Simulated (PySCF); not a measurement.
# C2H3BCl2O2: the cost of one run

Computed with PySCF 2.14.0, with density-fitted response routines of our own, on a single molecule, in the gas phase or a continuum. Atoms are numbered from 0 throughout.

## 1. Starting geometry

10 atoms, charge 0, multiplicity 1; geometry from: GFN2-xTB. The atoms were then displaced at random by about 0.01 Å, so the start is not that level's minimum.

Bonds of the start (Å): O0–C1 1.21, C1–O2 1.28, O2–C3 1.40, C3–B4 1.66, B4–Cl5 1.80, B4–Cl6 1.80, C1–H7 1.11, C3–H8 1.09, C3–H9 1.09.

## 2. Optimising the geometry at PBE0-D3(BJ)/def2-SVP

Job settings and geometry (Å):

```
{"job": {"xc": "PBE0", "basis": "def2-SVP", "d3": "d3bj", "grid": 1, "shake": 0.01, "kind": "geom"}, "charge": 0, "multiplicity": 1}
O      0.498230     0.654730     1.045180
C      1.402050     0.303220     0.314960
O      1.180250    -0.333610    -0.772110
C     -0.191630    -0.518250    -0.967600
B     -0.905000     0.204900     0.344810
Cl    -1.699120    -0.909170     1.520540
Cl    -1.819240     1.716020    -0.005620
H      2.460270     0.520270     0.575140
H     -0.398570    -1.589730    -1.018260
H     -0.476810    -0.069310    -1.914270
```

On the command line:

```bash
OMP_NUM_THREADS=1 python probes_run.py task.json out
```

One launch serves the whole session: the jobs run in the order shown.

**Question.** How long does this first job take on 1 thread of Arm Neoverse V1, shared host, and how much memory does it need?

About 34 s, with a peak of 0.51 GiB.
